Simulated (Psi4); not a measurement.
**DSD-PBEP86/6-31G(d) (density fitting for correlation, spherical functions) run of GaBH3ClO (SMILES O[B](Cl)[GaH2])**

What is the vertical ionisation energy of GaBH3ClO at DSD-PBEP86/6-31G* (density fitting for correlation, spherical functions)? 

The results are computed with Psi4 1.11.

### 1 The system as given

GaBH3ClO: 7 atoms, total charge 0, spin state singlet. SMILES: `O[B](Cl)[GaH2]`. The coordinates come from a PBE0-D4/def2-TZVP relaxation. This is one conformer, not always the lowest.

Bond lengths: O1–B2 1.344 Å, B2–Cl3 1.789 Å, B2–Ga4 2.095 Å, O1–H5 0.965 Å, Ga4–H6 1.572 Å, Ga4–H7 1.572 Å. Angles: O1–B2–Cl3 118.4°, O1–B2–Ga4 123.4°, Cl3–B2–Ga4 118.3°, B2–O1–H5 114.1°, B2–Ga4–H6 121.3°, B2–Ga4–H7 121.3°, H6–Ga4–H7 117.4°.

### 2 A single-point energy at DSD-PBEP86/6-31G(d) (density fitting for correlation, spherical functions)

Input file bclgah3o.json:

```json
{
 "schema_name": "qcschema_input",
 "schema_version": 1,
 "molecule": {
  "schema_name": "qcschema_molecule",
  "schema_version": 2,
  "symbols": ["O", "B", "Cl", "Ga", "H", "H", "H"],
  "geometry": [-1.59776344, -2.32266238, 1.75196509, -0.06028226, -1.2564789, 0.0338261, 1.69886379, -3.2809425, -2.02295182, 0.38248057, 2.65733288, -0.36055974, -1.60796796, -4.14662604, 1.7119029, -1.30636767, 4.21881357, -2.24140416, 2.49065903, 4.13075234, 1.12722163],
  "molecular_charge": 0,
  "molecular_multiplicity": 1,
  "fix_symmetry": "c1"
 },
 "driver": "energy",
 "model": {
  "method": "dsd-pbep86",
  "basis": "6-31G*"
 },
 "keywords": {
  "puream": true,
  "e_convergence": 1e-09,
  "d_convergence": 1e-08,
  "scf_type": "pk",
  "dft_radial_points": 99,
  "dft_spherical_points": 590,
  "num_frozen_docc": 16
 }
}
```

The run is started by

```bash
psi4 --qcschema bclgah3o.json -n 1 --memory 2200MB
```

stdout:

```text
[...]
  Running in c1 symmetry.
[...]
  Nuclear repulsion =  275.852652696018652
[...]
  Multiplicity = 1
[...]
  Nalpha       = 32
  Nbeta        = 32
[...]
    Number of basis functions: 84
[...]
   @RKS iter   1: -2483.31043489528793   -2.68983e+00   3.24756e-02 ADIIS/DIIS
[...]
   @RKS iter  13: -2485.00709850776639   -1.36424e-12   2.96881e-09 DIIS
[...]
    Orbital Energies [Eh]
    ---------------------
    Doubly Occupied:
       1A   -376.641995     2A   -103.662501     3A    -47.424275
       4A    -41.896993     5A    -41.893604     6A    -41.893325
       7A    -20.111730     8A    -10.178401     9A     -7.743291
      10A     -7.740283    11A     -7.739787    12A     -7.376786
      13A     -6.111706    14A     -4.272335    15A     -4.263741
      16A     -4.262851    17A     -1.286839    18A     -1.078986
      19A     -1.074428    20A     -1.073956    21A     -1.068502
      22A     -1.067720    23A     -1.018465    24A     -0.722668
      25A     -0.597236    26A     -0.565332    27A     -0.516726
      28A     -0.503777    29A     -0.430731    30A     -0.429373
      31A     -0.384501    32A     -0.347859
[...]
  @RKS Final Energy: -2485.00709850776639
   => Energetics <=
    Nuclear Repulsion Energy =            275.8526526960186516
    One-Electron Energy =               -4007.5547219409008903
    Two-Electron Energy =                1279.9046760233056830
    DFT Exchange-Correlation Energy =     -33.2097052861899016
    Empirical Dispersion Energy =           0.0000000000000000
    VV10 Nonlocal Energy =                  0.0000000000000000
    Total Energy =                      -2485.0070985077663863
[...]
 Multipole Moments:
 ------------------------------------------------------------------------------------
     Multipole            Electronic (a.u.)      Nuclear  (a.u.)        Total (a.u.)
 ------------------------------------------------------------------------------------
 L = 1.  Multiply by 2.5417464519 to convert [e a0] to [Debye]
 Dipole X            :          0.7505061           -1.0240106           -0.2735045
 Dipole Y            :          4.0005793           -4.4198564           -0.4192771
 Dipole Z            :         -0.7408693            1.0399872            0.2991179
 Magnitude           :                                                    0.5831548
[...]
```

The result, in JSON:

```text
{
 "driver": "energy",
 "model": {
  "method": "dsd-pbep86",
  "basis": "6-31G*"
 },
 "success": true,
 "return_result": -2485.33076817207,
 "properties": {
  "calcinfo_nbasis": 84,
  "calcinfo_nmo": 84,
  "calcinfo_nalpha": 32,
  "calcinfo_nbeta": 32,
  "calcinfo_natom": 7,
  "nuclear_repulsion_energy": 275.85265269601865,
  "return_energy": -2485.33076817207,
  "scf_one_electron_energy": -4007.554721940901,
  "scf_two_electron_energy": 1279.9046760233057,
  "scf_xc_energy": -33.2097052861899,
  "scf_dipole_moment": [-0.2735044827221642, -0.41927710798057216, 0.29911787339418194],
  "scf_total_energy": -2485.0070985077664,
  "scf_iterations": 13
 }
}
```

Run time: 15 s. Hardware: 1 thread of Intel Xeon Platinum 8259CL at 2.50GHz (Skylake/Cascade Lake), shared host; peak memory 1 GiB.

### 3 The doublet cation, same level

Input file calc.py:

```python
import psi4

psi4.set_memory(2200000000)
psi4.set_num_threads(1)
psi4.set_output_file('run.log', False)

molecule = psi4.geometry("""
1 2
O     -0.845500    -1.229100     0.927100
B     -0.031900    -0.664900     0.017900
Cl     0.899000    -1.736200    -1.070500
Ga     0.202400     1.406200    -0.190800
H     -0.850900    -2.194300     0.905900
H     -0.691300     2.232500    -1.186100
H      1.318000     2.185900     0.596500
symmetry c1
no_reorient
no_com
""")

psi4.set_options({
    'reference': 'uks',
    'puream': True,
    'e_convergence': 1e-09,
    'd_convergence': 1e-08,
    'scf_type': 'pk',
    'dft_radial_points': 99,
    'dft_spherical_points': 590,
    'num_frozen_docc': 16,
    'maxiter': 100,
})

result = psi4.energy("dsd-pbep86/6-31G*")
print(f'dsd-pbep86/6-31G* energy: {result:.10f} Eh')
```

The run is started by

```bash
python calc.py
```

run.log:

```text
[...]
  Running in c1 symmetry.
[...]
  Nuclear repulsion =  275.852652829301860
[...]
  Multiplicity = 2
[...]
  Nalpha       = 32
  Nbeta        = 31
[...]
    Number of basis functions: 84
[...]
   @UKS iter   1: -2482.87680479622486   -2.25621e+00   3.25660e-02 ADIIS/DIIS
[...]
   @UKS iter  21: -2484.65154370545406   -9.09495e-12   8.45349e-09 DIIS
[...]
   @S^2 Observed:                7.637095331E-01
[...]
    Orbital Energies [Eh]
    ---------------------
    Alpha Occupied:
       1A   -376.905472     2A   -103.899246     3A    -47.686722
       4A    -42.158746     5A    -42.157748     6A    -42.155348
       7A    -20.332252     8A    -10.412597     9A     -7.981149
      10A     -7.973570    11A     -7.972871    12A     -7.657964
      13A     -6.374796    14A     -4.532584    15A     -4.532092
      16A     -4.523260    17A     -1.504584    18A     -1.343390
      19A     -1.339355    20A     -1.333171    21A     -1.331852
      22A     -1.331784    23A     -1.249744    24A     -0.957594
      25A     -0.837830    26A     -0.809294    27A     -0.733875
      28A     -0.731757    29A     -0.655287    30A     -0.642401
      31A     -0.626930    32A     -0.615572
[...]
  @UKS Final Energy: -2484.65154370545406
   => Energetics <=
    Nuclear Repulsion Energy =            275.8526528293018600
    One-Electron Energy =               -3991.9516333995807145
    Two-Electron Energy =                1264.5555598881846890
    DFT Exchange-Correlation Energy =     -33.1081230233597310
    Empirical Dispersion Energy =           0.0000000000000000
    VV10 Nonlocal Energy =                  0.0000000000000000
    Total Energy =                      -2484.6515437054540598
[...]
 Multipole Moments:
 ------------------------------------------------------------------------------------
     Multipole            Electronic (a.u.)      Nuclear  (a.u.)        Total (a.u.)
 ------------------------------------------------------------------------------------
 L = 1.  Multiply by 2.5417464519 to convert [e a0] to [Debye]
 Dipole X            :        -27.0367723           27.2303866            0.1936143
 Dipole Y            :         -5.9170165            5.9405430            0.0235266
 Dipole Z            :         30.5656314          -30.7849614           -0.2193300
 Magnitude           :                                                    0.2935058
[...]
```

Standard output:

```text
dsd-pbep86/6-31G* energy: -2484.9713329697 Eh
```

Run time: 30 s. Hardware: 1 thread of Intel Xeon Platinum 8259CL at 2.50GHz (Skylake/Cascade Lake), shared host; peak memory 1 GiB.

### 4 Summary of results

Level: DSD-PBEP86/6-31G* (density fitting for correlation, spherical functions), 16 core orbitals frozen.

```
                                                                quantity           value
                                          singlet GaBH3ClO: total energy  -2485.33077 Eh
                     singlet GaBH3ClO: HOMO energy (SCF part's orbitals)        -9.47 eV
                     singlet GaBH3ClO: LUMO energy (SCF part's orbitals)        -0.06 eV
                   singlet GaBH3ClO: HOMO–LUMO gap (SCF part's orbitals)         9.40 eV
                                            doublet cation: total energy  -2484.97133 Eh
doublet cation: HOMO energy (SCF part's orbitals) (highest over α and β)       -16.01 eV
 doublet cation: LUMO energy (SCF part's orbitals) (lowest over α and β)        -9.87 eV
                                                    doublet cation: ⟨S²⟩           0.764
                      vertical ionisation energy (to the doublet cation)        9.781 eV
```

Removing an electron at fixed nuclei costs 9.78 eV (944 kJ/mol). The negative HOMO energy of the first species, 9.47 eV, lies 0.32 eV below that difference.
